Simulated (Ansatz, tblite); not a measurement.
# C22H66O9Si10: charged states by level of theory, part 2 of 2

Aim: the energy of removing and adding an electron for C22H66O9Si10, by energy differences, and how well orbital energies stand in for it.

Ansatz 0.2.0, Gaussian basis; as each input shows. The steps go on from the part before.

## Step 5: Vertical ionisation energy

Charged state less starting state, singlet to doublet; the starting state's energies are those of its earlier runs.

```tsv
level	vertical ionisation energy (eV)	time
PBE-D4/def2-TZVP	+7.55	40 s
B97M-V/def2-TZVP	+7.90	49 s
PBE0-D4/def2-TZVP	+8.53	56 s
```

Times add the two runs; a level without a time comes out of a correlated run.

Beside −ε(HOMO) of the starting state:

```tsv
level	−ε(HOMO) (eV)	by difference (eV)	mismatch (eV)
PBE-D4/def2-TZVP	6.17	7.55	-1.38
B97M-V/def2-TZVP	6.59	7.90	-1.30
PBE0-D4/def2-TZVP	7.53	8.53	-1.00
```

## Step 6: Charge -1 doublet at the fixed geometry, PBE0-D4/def2-TZVP

Contents of in.yaml:

```yaml
crystal:
  periodic: [false, false, false]
  atoms:
    - {symbol: C, position_ang: [-8.997341, 2.454059, 1.021633]}
    - {symbol: Si, position_ang: [-8.905638, 0.789370, 0.159157]}
    - {symbol: C, position_ang: [-9.606263, -0.557213, 1.261035]}
    - {symbol: C, position_ang: [-9.791268, 0.835364, -1.487775]}
    - {symbol: O, position_ang: [-7.301072, 0.437016, -0.167678]}
    - {symbol: Si, position_ang: [-5.760652, 0.451430, 0.459197]}
    - {symbol: C, position_ang: [-5.093372, 2.190836, 0.438474]}
    - {symbol: C, position_ang: [-5.759020, -0.299207, 2.169076]}
    - {symbol: O, position_ang: [-4.839247, -0.503423, -0.547374]}
    - {symbol: Si, position_ang: [-5.207073, -1.583905, -1.778767]}
    - {symbol: C, position_ang: [-6.458811, -2.820241, -1.155541]}
    - {symbol: C, position_ang: [-5.796897, -0.647484, -3.273936]}
    - {symbol: O, position_ang: [-3.793965, -2.369368, -2.151710]}
    - {symbol: Si, position_ang: [-2.317557, -2.670175, -1.441085]}
    - {symbol: C, position_ang: [-2.592320, -3.243388, 0.317206]}
    - {symbol: C, position_ang: [-1.428986, -3.918114, -2.494044]}
    - {symbol: O, position_ang: [-1.407365, -1.283324, -1.438235]}
    - {symbol: Si, position_ang: [-1.238028, 0.283844, -0.899270]}
    - {symbol: C, position_ang: [-2.261851, 1.431726, -1.944293]}
    - {symbol: C, position_ang: [-1.653399, 0.362655, 0.920587]}
    - {symbol: O, position_ang: [0.362968, 0.675292, -1.100310]}
    - {symbol: Si, position_ang: [1.821774, -0.119193, -1.241645]}
    - {symbol: C, position_ang: [1.864567, -1.550289, -0.041978]}
    - {symbol: C, position_ang: [2.073222, -0.642831, -3.008454]}
    - {symbol: O, position_ang: [3.006317, 0.981152, -0.841574]}
    - {symbol: Si, position_ang: [3.292799, 2.026954, 0.426624]}
    - {symbol: C, position_ang: [4.820490, 3.001200, 0.001742]}
    - {symbol: C, position_ang: [1.791725, 3.090860, 0.721150]}
    - {symbol: O, position_ang: [3.539008, 1.132955, 1.807013]}
    - {symbol: Si, position_ang: [4.583118, 0.429439, 2.885710]}
    - {symbol: C, position_ang: [3.949564, 0.775887, 4.601030]}
    - {symbol: C, position_ang: [4.712428, -1.395014, 2.508568]}
    - {symbol: O, position_ang: [6.089533, 1.133518, 2.755491]}
    - {symbol: Si, position_ang: [7.500844, 0.878553, 1.916193]}
    - {symbol: C, position_ang: [8.554478, -0.364946, 2.828198]}
    - {symbol: C, position_ang: [8.369822, 2.514985, 1.715424]}
    - {symbol: O, position_ang: [7.085847, 0.255306, 0.436740]}
    - {symbol: Si, position_ang: [7.416561, -0.238842, -1.124779]}
    - {symbol: C, position_ang: [7.929598, 1.256736, -2.134899]}
    - {symbol: C, position_ang: [8.809510, -1.495773, -1.071652]}
    - {symbol: C, position_ang: [5.841036, -0.990229, -1.793859]}
    - {symbol: H, position_ang: [-8.465792, 2.436697, 1.988277]}
    - {symbol: H, position_ang: [-8.543854, 3.246804, 0.403671]}
    - {symbol: H, position_ang: [-10.041212, 2.745661, 1.225655]}
    - {symbol: H, position_ang: [-9.523408, -1.546728, 0.781377]}
    - {symbol: H, position_ang: [-9.070629, -0.606941, 2.223630]}
    - {symbol: H, position_ang: [-10.672571, -0.381309, 1.481346]}
    - {symbol: H, position_ang: [-9.360978, 1.609474, -2.144292]}
    - {symbol: H, position_ang: [-10.865167, 1.053978, -1.366919]}
    - {symbol: H, position_ang: [-9.701994, -0.132372, -2.008534]}
    - {symbol: H, position_ang: [-5.658350, 2.838384, 1.128906]}
    - {symbol: H, position_ang: [-5.174371, 2.621940, -0.572424]}
    - {symbol: H, position_ang: [-4.033021, 2.222480, 0.734812]}
    - {symbol: H, position_ang: [-6.359122, 0.297573, 2.876170]}
    - {symbol: H, position_ang: [-4.736648, -0.366743, 2.576591]}
    - {symbol: H, position_ang: [-6.178785, -1.318352, 2.143897]}
    - {symbol: H, position_ang: [-7.403140, -2.315895, -0.894340]}
    - {symbol: H, position_ang: [-6.083620, -3.331482, -0.253429]}
    - {symbol: H, position_ang: [-6.675377, -3.590417, -1.913361]}
    - {symbol: H, position_ang: [-5.021968, 0.056143, -3.618819]}
    - {symbol: H, position_ang: [-6.703819, -0.070942, -3.029600]}
    - {symbol: H, position_ang: [-6.030786, -1.327052, -4.109194]}
    - {symbol: H, position_ang: [-3.149915, -4.194334, 0.344059]}
    - {symbol: H, position_ang: [-1.639950, -3.395092, 0.851407]}
    - {symbol: H, position_ang: [-3.177686, -2.492838, 0.873859]}
    - {symbol: H, position_ang: [-1.989558, -4.864413, -2.556316]}
    - {symbol: H, position_ang: [-0.426551, -4.138602, -2.093022]}
    - {symbol: H, position_ang: [-1.306360, -3.528953, -3.517536]}
    - {symbol: H, position_ang: [-2.105904, 2.483981, -1.655560]}
    - {symbol: H, position_ang: [-3.330721, 1.192887, -1.833039]}
    - {symbol: H, position_ang: [-1.986107, 1.325328, -3.006050]}
    - {symbol: H, position_ang: [-2.699599, 0.063828, 1.090336]}
    - {symbol: H, position_ang: [-1.512769, 1.379130, 1.323938]}
    - {symbol: H, position_ang: [-1.005465, -0.320104, 1.494582]}
    - {symbol: H, position_ang: [1.052813, -2.264438, -0.257034]}
    - {symbol: H, position_ang: [2.824739, -2.088859, -0.089875]}
    - {symbol: H, position_ang: [1.740240, -1.180733, 0.989195]}
    - {symbol: H, position_ang: [3.027384, -1.176119, -3.145045]}
    - {symbol: H, position_ang: [1.253576, -1.309978, -3.322246]}
    - {symbol: H, position_ang: [2.072910, 0.235682, -3.673495]}
    - {symbol: H, position_ang: [5.093620, 3.688055, 0.818924]}
    - {symbol: H, position_ang: [4.672691, 3.593084, -0.915975]}
    - {symbol: H, position_ang: [5.664485, 2.312843, -0.160017]}
    - {symbol: H, position_ang: [1.489782, 3.617880, -0.197870]}
    - {symbol: H, position_ang: [1.981649, 3.838992, 1.507888]}
    - {symbol: H, position_ang: [0.943952, 2.463524, 1.037938]}
    - {symbol: H, position_ang: [4.591268, 0.312595, 5.367510]}
    - {symbol: H, position_ang: [2.925092, 0.392038, 4.731937]}
    - {symbol: H, position_ang: [3.930181, 1.861722, 4.787392]}
    - {symbol: H, position_ang: [5.383744, -1.904880, 3.219143]}
    - {symbol: H, position_ang: [5.116370, -1.538220, 1.492972]}
    - {symbol: H, position_ang: [3.729155, -1.889375, 2.557234]}
    - {symbol: H, position_ang: [8.039040, -1.336754, 2.895276]}
    - {symbol: H, position_ang: [8.775324, -0.026947, 3.853818]}
    - {symbol: H, position_ang: [9.514926, -0.531422, 2.312940]}
    - {symbol: H, position_ang: [8.564694, 2.979929, 2.695553]}
    - {symbol: H, position_ang: [7.756555, 3.214505, 1.125837]}
    - {symbol: H, position_ang: [9.337450, 2.393049, 1.201307]}
    - {symbol: H, position_ang: [8.819956, 1.744738, -1.704475]}
    - {symbol: H, position_ang: [7.121956, 2.005879, -2.173467]}
    - {symbol: H, position_ang: [8.173023, 0.973894, -3.172792]}
    - {symbol: H, position_ang: [9.737936, -1.050858, -0.676158]}
    - {symbol: H, position_ang: [9.033051, -1.891772, -2.076433]}
    - {symbol: H, position_ang: [8.545654, -2.349915, -0.426235]}
    - {symbol: H, position_ang: [5.011057, -0.271043, -1.694118]}
    - {symbol: H, position_ang: [5.567922, -1.900198, -1.233622]}
    - {symbol: H, position_ang: [5.937905, -1.264843, -2.857413]}
basis:
  gaussian: {orbitals: def2-TZVP, fitting: {mean_field: def2-universal-jkfit}}
total_charge: -1
magnetization: {spin_polarized: true, initial_magnetization: 1}
hamiltonian: {xc: pbe0, dispersion: d4}
scf: {omitted_lower_state_checks: [starts]}
output: {orbitals: {seedname: orbitals}}
```

Launch:

```
$ ansatz run in.yaml --threads 11 --pin off --events-out ev --progress --plain --max-ram 174080MiB --backend cuda --devices 0, --max-vram 75GiB
```

Output:

```text
Functional definition: PBE0
  name "PBE0"
  cite "Adamo & Barone, J. Chem. Phys. 110, 6158 (1999) doi:10.1063/1.478522"
  cite "Perdew, Burke & Ernzerhof, Phys. Rev. Lett. 77, 3865 (1996) doi:10.1103/PhysRevLett.77.3865"
  parent pbe
  parameter a = 0.25
  parameter kappa = 0.804
  parameter beta = 0.06672455060314922
  exchange = (1 - a)*pbe_x(kappa = kappa, mu = beta*pi^2/3) + a*exact_x
  correlation = pbe_c(beta = beta)
these checks for a lower state are left out or cut short: starts
4811 factors; integrals over basis functions are off by at most 8.7e-1 eV
mean field evaluation 1: about -120952.8694 eV, gradient 1.7e2 eV
mean field evaluation 2: about -120912.3186 eV, gradient 1.9e2 eV
mean field evaluation 4: about -121061.5542 eV, gradient 9.5e0 eV
mean field evaluation 8: about -121062.0770 eV, gradient 1.1e0 eV
mean field evaluation 16: about -121062.0893 eV, gradient 2.8e-3 eV
mean field -121062.08926171 eV, -4448.9497215363 hartree, gradient 5.3e-5 eV, S^2 0.750124; 0 other end points of the search recorded, 0 dependent functions left out
reference -121062.08938187 eV, -4448.9497259524 hartree; 206, 205 occupied and 1521, 1522 virtual orbitals, 4811 factors
Total energy: -121065.91287279 eV, -4449.0902366519 hartree
Checks for a lower state left out: starts
```

Wall time 27 s (1 × H100 with 11 threads of AMD EPYC 7R13, shared host); peak host memory 2.9 GiB.

From the report: HOMO 1.82 eV, LUMO 2.18 eV (over both spins); ⟨S²⟩ 0.750 (pure: 0.75). Doubts: highest occupied level lies above zero.

## Step 7: Charge -1 doublet at the fixed geometry, PBE-D4/def2-TZVP

Edit in.yaml of step 6 so:

```diff
@@ -111,6 +111,6 @@
 basis:
-  gaussian: {orbitals: def2-TZVP, fitting: {mean_field: def2-universal-jkfit}}
+  gaussian: {orbitals: def2-TZVP, fitting: {mean_field: def2-universal-jkfit}, initial_orbitals: start.molden}
 total_charge: -1
 magnetization: {spin_polarized: true, initial_magnetization: 1}
-hamiltonian: {xc: pbe0, dispersion: d4}
+hamiltonian: {xc: pbe, dispersion: d4}
 scf: {omitted_lower_state_checks: [starts]}
```

Same command.

Output:

```text
Functional definition: PBE
  name "PBE"
  cite "Perdew, Burke & Ernzerhof, Phys. Rev. Lett. 77, 3865 (1996) doi:10.1103/PhysRevLett.77.3865"
  parent pbe
  parameter kappa = 0.804
  parameter beta = 0.06672455060314922
  exchange = pbe_x(kappa = kappa, mu = beta*pi^2/3)
  correlation = pbe_c(beta = beta)
these checks for a lower state are left out or cut short: starts
4811 factors; integrals over basis functions are off by at most 8.7e-1 eV
mean field evaluation 1: about -121048.3650 eV, gradient 2.2e1 eV
mean field evaluation 2: about -121049.2883 eV, gradient 9.4e-1 eV
mean field evaluation 4: about -121049.2838 eV, gradient 1.9e-2 eV
mean field evaluation 8: about -121049.2838 eV, gradient 1.4e-5 eV
mean field -121049.28380568 eV, -4448.4791297073 hartree, gradient 1.5e-5 eV, S^2 0.750079; 0 other end points of the search recorded, 0 dependent functions left out
reference -121049.28396177 eV, -4448.4791354436 hartree; 206, 205 occupied and 1521, 1522 virtual orbitals, 4811 factors
Total energy: -121053.55252669 eV, -4448.6360023108 hartree
Checks for a lower state left out: starts
```

Wall time 18 s (1 × H100 with 11 threads of AMD EPYC 7R13, shared host); peak host memory 2.3 GiB.

Report: HOMO 1.58 eV, LUMO 1.61 eV (over both spins); ⟨S²⟩ 0.750 (pure: 0.75). Doubts: highest occupied level lies above zero.

## Step 8: Charge -1 doublet at the fixed geometry, B97M-V/def2-TZVP

Edit in.yaml of step 7 so:

```diff
@@ -114,3 +114,3 @@
 magnetization: {spin_polarized: true, initial_magnetization: 1}
-hamiltonian: {xc: pbe, dispersion: d4}
+hamiltonian: {xc: {name: B97M-V}}
 scf: {omitted_lower_state_checks: [starts]}
```

Same command.

Output:

```text
Functional definition: B97M-V
  name "B97M-V"
  cite "Mardirossian & Head-Gordon, J. Chem. Phys. 142, 074111 (2015) doi:10.1063/1.4907719"
  cite "Becke, J. Chem. Phys. 107, 8554 (1997) doi:10.1063/1.475007"
  cite "Vydrov & Van Voorhis, J. Chem. Phys. 133, 244103 (2010) doi:10.1063/1.3521275"
  # Of w^i u^j: cxij and so on, Table III.
  parameter cx00 = 1.000
  parameter cx01 = 1.308
  parameter cx02 = 1.901
  parameter cx10 = 0.416
  parameter cx11 = 3.070
  parameter css00 = 1.000
  parameter css02 = -1.855
  parameter css10 = -5.668
  parameter css32 = -20.497
  parameter css42 = -20.364
  parameter cos00 = 1.000
  parameter cos01 = 1.573
  parameter cos03 = -6.298
  parameter cos10 = 2.535
  parameter cos32 = -6.427
  parameter b = 6.0
  parameter c = 0.01
  gx(w, u) = cx00 + cx01*u + cx02*u^2 + (cx10 + cx11*u)*w
  gss(w, u) = css00 + css02*u^2 + css10*w + (css32*w^3 + css42*w^4)*u^2
  gos(w, u) = cos00 + cos01*u + cos03*u^3 + cos10*w + cos32*w^3*u^2
  exchange = spin_sum(e_x_unif_s*gx(b97_w, b97_u_x))
  correlation = spin_sum(e_c_pw_mod_same_spin*gss(b97_w, b97_u_same))
      + integral(e_c_pw_mod_opposite_spin*gos(b97_w_opposite, b97_u_opposite)) + vv10(b, c)
these checks for a lower state are left out or cut short: starts
4811 factors; integrals over basis functions are off by at most 8.7e-1 eV
mean field evaluation 1: about -121120.8342 eV, gradient 3.3e1 eV
mean field evaluation 2: about -121122.2901 eV, gradient 1.5e0 eV
mean field evaluation 4: about -121122.4611 eV, gradient 4.2e-1 eV
mean field evaluation 8: about -121122.4621 eV, gradient 5.5e-5 eV
mean field -121122.46205111 eV, -4451.1683806248 hartree, gradient 5.5e-5 eV, S^2 0.751165; 0 other end points of the search recorded, 0 dependent functions left out
reference -121122.46228430 eV, -4451.1683891942 hartree; 206, 205 occupied and 1521, 1522 virtual orbitals, 4811 factors
Total energy: -121122.46228430 eV, -4451.1683891942 hartree
Checks for a lower state left out: starts
```

Run time: 24 s. Hardware: 1 × H100 with 11 threads of AMD EPYC 7R13, shared host; peak host memory 3.8 GiB.

From the report: HOMO 1.36 eV, LUMO 1.45 eV (over both spins); ⟨S²⟩ 0.751 (pure: 0.75). Doubts: highest occupied level lies above zero.

## Step 9: Vertical electron affinity

Starting state less charged state (positive: the electron is bound), singlet to doublet; the starting state's energies are those of its earlier runs.

```tsv
level	vertical electron affinity (eV)	time
PBE-D4/def2-TZVP	-0.54	35 s
B97M-V/def2-TZVP	-0.47	40 s
PBE0-D4/def2-TZVP	-1.04	41 s
```

Times add the two runs; a level without a time comes out of a correlated run.

Beside −ε(LUMO) of the starting state:

```tsv
level	−ε(LUMO) (eV)	by difference (eV)	mismatch (eV)
PBE-D4/def2-TZVP	0.42	-0.54	+0.97
B97M-V/def2-TZVP	0.44	-0.47	+0.91
PBE0-D4/def2-TZVP	-0.34	-1.04	+0.70
```

## Step 10: What came out

This closing draws on all 2 parts.

| quantity | value |
| --- | --- |
| vertical ionisation energy, functionals in def2-TZVP | 7.55 (PBE-D4) to 8.53 eV (PBE0-D4) |
| vertical electron affinity, functionals in def2-TZVP | -1.04 (PBE0-D4) to -0.47 eV (B97M-V) |

What this shows: The vertical ionisation energy spans 7.55 to 8.53 eV over the functionals. −ε(HOMO) misses the level's own difference by -1.00 eV at best (PBE0-D4) and -1.38 eV at worst (PBE-D4). The vertical electron affinity spans -1.04 to -0.47 eV over the functionals. A negative affinity means an unbound electron, held by the basis alone. −ε(LUMO) misses the level's own difference by +0.70 eV at best (PBE0-D4) and +0.97 eV at worst (PBE-D4).
